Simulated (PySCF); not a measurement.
# Al (Fm-3m) in PySCF: a series of runs

One crystal, Al, is run at these levels: PBE; tasks: single point, equation of state.

Everything below comes from runs of PySCF 2.14.0. Logs are shortened: lines on timing, memory, paths and dates and some standing lists are left out, and cuts for length are marked.

**Experimental background.**

“The interpretation of polycrystalline coherent inelastic neutron scattering from aluminium”, 2013, pmc:3831299 quotes, for a bulk crystal of Al: bulk modulus 76.9 GPa.

The results are compared with them further down.

## Step 1: Starting point

The structure is cubic, space group Fm-3m (No. 225). Conventional cell: a = 4.050 Å, b = 4.050 Å, c = 4.050 Å, α = 90.00°, β = 90.00°, γ = 90.00°. Around Al (site symmetry m-3m) lie 12 Al at 2.86 Å.

## Step 2: Single point, PBE, 15.61 Å³/atom (volume scaled by 0.94)

The input, run.py:

```python
import json
import numpy as np
from pyscf.pbc import gto, scf, dft, df

cell = gto.Cell()
cell.basis = 'DZVP-MOLOPT-SR-GTH-q3'
cell.pseudo = 'GTH-PBE-q3'
cell.fromfile('Al.cif')
cell.ke_cutoff = 50  # hartree
cell.exp_to_discard = 0.02
cell.precision = 1e-08
cell.space_group_symmetry = True
cell.symmorphic = False
cell.max_memory = 5880  # MB
cell.verbose = 4
cell.build()

res = {}
kpts = cell.make_kpts([10, 10, 10], space_group_symmetry=True, time_reversal_symmetry=True)
cell.space_group_symmetry = False  # the mesh holds the operations; no search on the supercells of the integral code
mf = dft.KRKS(cell, kpts, xc='pbe')
mf = mf.multigrid_numint()
mf = mf.smearing(sigma=0.00183747, method='fermi')  # hartree
mf.conv_tol = 1e-07
mf.max_cycle = 60

mf.kernel()
res.update(converged=bool(mf.converged), e_tot=mf.e_tot, nelec=cell.nelectron, nao=cell.nao, mesh=list(map(int, cell.mesh)), a=cell.lattice_vectors().tolist(), coords=cell.atom_coords().tolist(),
           mo_energy=[np.real(x).tolist() for x in mf.mo_energy], mo_occ=[np.real(x).tolist() for x in mf.mo_occ])
res.update(e_free=mf.e_free, e_zero=mf.e_zero)
res.update(kpts=kpts.kpts_scaled_ibz.tolist(), weights=kpts.weights_ibz.tolist())
res['parts'] = {k: float(np.real(v)) for k, v in mf.scf_summary.items() if np.isscalar(v)}
json.dump(res, open('results.json', 'w'))
if not mf.converged:
    raise SystemExit('SCF not converged')

print('levels (eV)')
for i, kp in enumerate(res['kpts'][:40]):
    print('k %7.4f %7.4f %7.4f  ' % tuple(kp), ' '.join('%.3f' % (x * 27.211386) for x in res['mo_energy'][i][:7]))

mf = mf.to_khf()  # unfold to the whole mesh
kpts = mf.kpts
# Mulliken populations
dm, s = np.asarray(mf.make_rdm1()), np.asarray(mf.get_ovlp())
sites = cell.aoslice_by_atom()[:, 2:]
tot = np.einsum('kij,kji->i', dm, s).real / len(kpts)
res['mulliken'] = [cell.atom_charge(i) - tot[a0:a1].sum() for i, (a0, a1) in enumerate(sites)]
print('Mulliken charges', np.round(res['mulliken'], 5))

# density on a uniform mesh
grids = dft.gen_grid.UniformGrids(cell)
grids.mesh = [17, 17, 17]
grids.build()
ni = dft.numint.KNumInt()
rho = [ni.get_rho(cell, x, grids, kpts) for x in [dm]]
np.save('rho.npy', np.reshape(rho, (-1, *grids.mesh)))
res['done'] = True
json.dump(res, open('results.json', 'w'))
```

The input, Al.cif:

```cif
data_Al
_cell_length_a 2.80505138
_cell_length_b 2.80505138
_cell_length_c 2.80505138
_cell_angle_alpha 60.00000000
_cell_angle_beta 60.00000000
_cell_angle_gamma 60.00000000
_space_group_name_H-M_alt 'P1'
_space_group_name_Hall 'P 1'
_space_group_IT_number 1
loop_
_space_group_symop_operation_xyz
'x,y,z'
loop_
_atom_site_label
_atom_site_type_symbol
_atom_site_symmetry_multiplicity
_atom_site_Wyckoff_symbol
_atom_site_fract_x
_atom_site_fract_y
_atom_site_fract_z
_atom_site_occupancy
Al1 Al 1 a 0.0000000000 0.0000000000 0.0000000000 1
```

Potentials or basis: DZVP-MOLOPT-SR/GTH-PBE (potentials made for PBE).

Run with:

```console
$ OMP_NUM_THREADS=4 python -u run.py > log
```

Log:

```text
pyscf/pbc/gto/cell.py:1403: UserWarning: Electron number 3 and spin 0 are not consistent in cell

  warnings.warn('Electron number %d and spin %d are not consistent '
Discarded 0 diffused primitive functions, 0 contracted functions
time reversal: False
k-points in IBZ                         weights
  0:  0.000000,  0.000000,  0.000000    1/1000
  1:  0.500000,  0.500000,  0.000000    3/1000
  2:  0.500000,  0.500000,  0.500000    4/1000
  3:  0.600000,  0.600000, -0.000000    6/1000
  4:  0.600000,  0.600000,  0.600000    8/1000
  5:  0.700000,  0.700000, -0.000000    6/1000
[... 39 lines left out ...]
 45:  0.900000,  0.900000,  0.800000    12/1000
 46:  0.900000,  0.900000,  0.900000    8/1000

******** <class 'pyscf.pbc.scf.smearing.SmearingKsymAdaptedKRKS'> ********
method = SmearingKsymAdaptedKRKS
initial guess = minao
damping factor = 0
level_shift factor = 0
DIIS = <class 'pyscf.scf.diis.CDIIS'>
diis_start_cycle = 1
diis_space = 8
diis_damp = 0
SCF conv_tol = 1e-07
SCF conv_tol_grad = None
SCF max_cycles = 60
direct_scf = True
direct_scf_tol = 1e-13

******** PBC SCF flags ********
N kpts (BZ) = 1000
N kpts (IBZ) = 47
Exchange divergence treatment (exxdiv) = ewald
    madelung (= occupied orbital energy shift) = 0.061160579242386326
    Total energy shift due to Ewald probe charge = -1/2 * Nelec*madelung = -0.0917408688636
DF object = <pyscf.pbc.df.fft.FFTDF object>
XC functionals = pbe
small_rho_cutoff = 0
Uniform grid, mesh = [19 19 19]
Set gradient conv threshold to 0.000316228
nelec by numeric integration = 2.9999999999999996
init E= -2.09813649071715
    sigma = 0.00183747  Optimized mu = 0.319679467688  entropy = 0.102370349409
nelec by numeric integration = 3.0000000000000195
    Total E(T) = -2.07033285217039  Free energy = -2.07052095461632  E0 = -2.07042690339336
cycle= 1 E= -2.07033285217039  delta_E= 0.0278  |g|= 0.0487  |ddm|= 13.3
    sigma = 0.00183747  Optimized mu = 0.319340232096  entropy = 0.107853364189
nelec by numeric integration = 3.0000000000000187
    Total E(T) = -2.0703380507516  Free energy = -2.07053622807269  E0 = -2.07043713941215
cycle= 2 E= -2.0703380507516  delta_E= -5.2e-06  |g|= 0.000971  |ddm|=  0.6
    sigma = 0.00183747  Optimized mu = 0.319341087568  entropy = 0.107708313041
nelec by numeric integration = 3.0000000000000195
    Total E(T) = -2.07033833094597  Free energy = -2.07053624173993  E0 = -2.07043728634295
cycle= 3 E= -2.07033833094597  delta_E= -2.8e-07  |g|= 3.13e-05  |ddm|= 0.014
    sigma = 0.00183747  Optimized mu = 0.319340853019  entropy = 0.107712805865
nelec by numeric integration = 3.00000000000002
    Total E(T) = -2.07033832270113  Free energy = -2.07053624175052  E0 = -2.07043728222582
cycle= 4 E= -2.07033832270113  delta_E= 8.24e-09  |g|= 3.08e-08  |ddm|= 0.000493
    sigma = 0.00183747  Optimized mu = 0.319340854386  entropy = 0.107712800392
nelec by numeric integration = 3.0000000000000195
    Total E(T) = -2.0703383227112  Free energy = -2.07053624175053  E0 = -2.07043728223086
Extra cycle  E= -2.0703383227112  delta_E= -1.01e-11  |g|= 1.13e-09  |ddm|= 5.44e-07
converged SCF energy = -2.0703383227112
levels (eV)
k  0.0000  0.0000  0.0000   -2.947 21.782 21.782 21.782 24.038 24.038 24.038
k  0.5000  0.5000  0.0000   5.512 6.947 14.038 14.545 14.545 19.561 34.976
k  0.5000  0.5000  0.5000   3.730 4.093 20.725 20.725 20.940 20.940 26.005
k  0.6000  0.6000 -0.0000   2.898 10.259 14.491 14.861 14.861 19.994 34.153
k  0.6000  0.6000  0.6000   1.461 6.865 20.184 20.184 21.995 21.995 26.141
k  0.7000  0.7000 -0.0000   0.364 15.012 15.815 15.815 15.864 21.204 32.305
[... 32 lines left out ...]
k  0.9000  0.9000  0.1000   -1.935 15.839 18.637 20.740 22.945 25.155 27.595
k  0.9000  0.9000  0.2000   -0.736 11.766 18.092 20.454 21.109 26.455 26.656
Mulliken charges [-0.]
```

Run time: 49 s. Hardware: 4 threads of AMD EPYC 7R43 (Zen 3), shared host; peak memory 1.5 GiB.

Results:

```
Free energy            : -56.3422 eV
Band gap on the k mesh : none (metal or under the smearing width)
```

Caveat: the basis of atomic orbitals isn't converged, which shifts pressures, moduli and gaps.

## Step 3: Single point, PBE, 15.94 Å³/atom (volume scaled by 0.96)

run.py is that of step 2.

Edit Al.cif of step 2 so:

```diff
@@ -1,5 +1,5 @@
 data_Al
-_cell_length_a 2.80505138
-_cell_length_b 2.80505138
-_cell_length_c 2.80505138
+_cell_length_a 2.82480591
+_cell_length_b 2.82480591
+_cell_length_c 2.82480591
 _cell_angle_alpha 60.00000000
```

Potentials or basis: DZVP-MOLOPT-SR/GTH-PBE (potentials made for PBE).

Run with:

```console
$ OMP_NUM_THREADS=4 python -u run.py > log
```

It took 46 s on 4 threads of AMD EPYC 7R43 (Zen 3), shared host; peak memory 1.5 GiB.

The run converged. Its results:

```yaml
Free_energy: -56.3483 eV
Band_gap_on_the_k_mesh: none (metal or under the smearing width)
```

Caveat: the basis of atomic orbitals isn't converged, which shifts pressures, moduli and gaps.

## Step 4: Single point, PBE, 16.27 Å³/atom (volume scaled by 0.98)

run.py is that of step 3.

Edit Al.cif of step 3 so:

```diff
@@ -1,5 +1,5 @@
 data_Al
-_cell_length_a 2.82480591
-_cell_length_b 2.82480591
-_cell_length_c 2.82480591
+_cell_length_a 2.84428795
+_cell_length_b 2.84428795
+_cell_length_c 2.84428795
 _cell_angle_alpha 60.00000000
```

Run with:

```console
$ OMP_NUM_THREADS=4 python -u run.py > log
```

Wall time 41 s (4 threads of AMD EPYC 7R43 (Zen 3), shared host); peak memory 1.5 GiB.

The run converged. Its results:

| Property | Result |
| --- | --- |
| Free energy | -56.3509 eV |
| Band gap on the k mesh | none (metal or under the smearing width) |

Caveat: the basis of atomic orbitals isn't converged, which shifts pressures, moduli and gaps.

## Step 5: Single point, PBE, 16.60 Å³/atom

run.py is that of step 4.

Edit Al.cif of step 4 so:

```diff
@@ -1,5 +1,5 @@
 data_Al
-_cell_length_a 2.84428795
-_cell_length_b 2.84428795
-_cell_length_c 2.84428795
+_cell_length_a 2.86350669
+_cell_length_b 2.86350669
+_cell_length_c 2.86350669
 _cell_angle_alpha 60.00000000
```

Run with:

```console
$ OMP_NUM_THREADS=4 python -u run.py > log
```

Run time: 39 s. Hardware: 4 threads of AMD EPYC 7R43 (Zen 3), shared host; peak memory 1.5 GiB.

It converged, with:

| Quantity | Value |
| --- | --- |
| Free energy | -56.3503 eV |
| Band gap on the k mesh | none (metal or under the smearing width) |

Caveat: the basis of atomic orbitals isn't converged, which shifts pressures, moduli and gaps.

## Step 6: Single point, PBE, 16.93 Å³/atom (volume scaled by 1.02)

run.py is that of step 5.

Edit Al.cif of step 5 so:

```diff
@@ -1,5 +1,5 @@
 data_Al
-_cell_length_a 2.86350669
-_cell_length_b 2.86350669
-_cell_length_c 2.86350669
+_cell_length_a 2.88247087
+_cell_length_b 2.88247087
+_cell_length_c 2.88247087
 _cell_angle_alpha 60.00000000
```

Potentials or basis: DZVP-MOLOPT-SR/GTH-PBE (potentials made for PBE).

Run with:

```console
$ OMP_NUM_THREADS=4 python -u run.py > log
```

Wall time 37 s (4 threads of AMD EPYC 7R43 (Zen 3), shared host); peak memory 1.5 GiB.

The run converged. Its results:

```
Free energy            : -56.3470 eV
Band gap on the k mesh : none (metal or under the smearing width)
```

Caveat: the basis of atomic orbitals isn't converged, which shifts pressures, moduli and gaps.

## Step 7: Single point, PBE, 17.27 Å³/atom (volume scaled by 1.04)

run.py is that of step 6.

Edit Al.cif of step 6 so:

```diff
@@ -1,5 +1,5 @@
 data_Al
-_cell_length_a 2.88247087
-_cell_length_b 2.88247087
-_cell_length_c 2.88247087
+_cell_length_a 2.90118873
+_cell_length_b 2.90118873
+_cell_length_c 2.90118873
 _cell_angle_alpha 60.00000000
```

Run with:

```console
$ OMP_NUM_THREADS=4 python -u run.py > log
```

Run time: 37 s. Hardware: 4 threads of AMD EPYC 7R43 (Zen 3), shared host; peak memory 1.5 GiB.

It converged, with:

```
Free energy            : -56.3412 eV
Band gap on the k mesh : none (metal or under the smearing width)
```

Caveat: the basis of atomic orbitals isn't converged, which shifts pressures, moduli and gaps.

## Step 8: Single point, PBE, 17.60 Å³/atom (volume scaled by 1.06)

run.py is that of step 7.

Edit Al.cif of step 7 so:

```diff
@@ -1,5 +1,5 @@
 data_Al
-_cell_length_a 2.90118873
-_cell_length_b 2.90118873
-_cell_length_c 2.90118873
+_cell_length_a 2.91966814
+_cell_length_b 2.91966814
+_cell_length_c 2.91966814
 _cell_angle_alpha 60.00000000
```

Run with:

```console
$ OMP_NUM_THREADS=4 python -u run.py > log
```

It took 41 s on 4 threads of AMD EPYC 7R43 (Zen 3), shared host; peak memory 1.5 GiB.

The run converged. Its results:

```
Free energy            : -56.3334 eV
Band gap on the k mesh : none (metal or under the smearing width)
```

Caveat: the basis of atomic orbitals isn't converged, which shifts pressures, moduli and gaps.

## Step 9: Equation of state, PBE

Potentials or basis: DZVP-MOLOPT-SR/GTH-PBE (potentials made for PBE).

This step only gathers the single runs of the series.

It converged, with:

* Equilibrium volume: 16.37 Å³/atom
* Bulk modulus: 72 GPa
* Pressure derivative of the bulk modulus: 5.4

Energy against volume, from the lowest point:
| volume (Å³/atom) | energy (meV/atom) |
| --- | --- |
| 15.607 | 8.70 |
| 15.939 | 2.57 |
| 16.271 | 0.00 |
| 16.603 | 0.57 |
| 16.935 | 3.89 |
| 17.267 | 9.63 |
| 17.599 | 17.50 |

Caveat: the basis of atomic orbitals isn't converged, which shifts pressures, moduli and gaps.

## Step 10: How close it comes

Step 9. Against the measured bulk modulus of Al, 76.9 GPa (quoted in “The interpretation of polycrystalline coherent inelastic neutron scattering from aluminium”, 2013, pmc:3831299), the calculated 72 GPa is off by -6.9 %. The fit is for a static lattice scaled at fixed shape and fixed fractional positions.
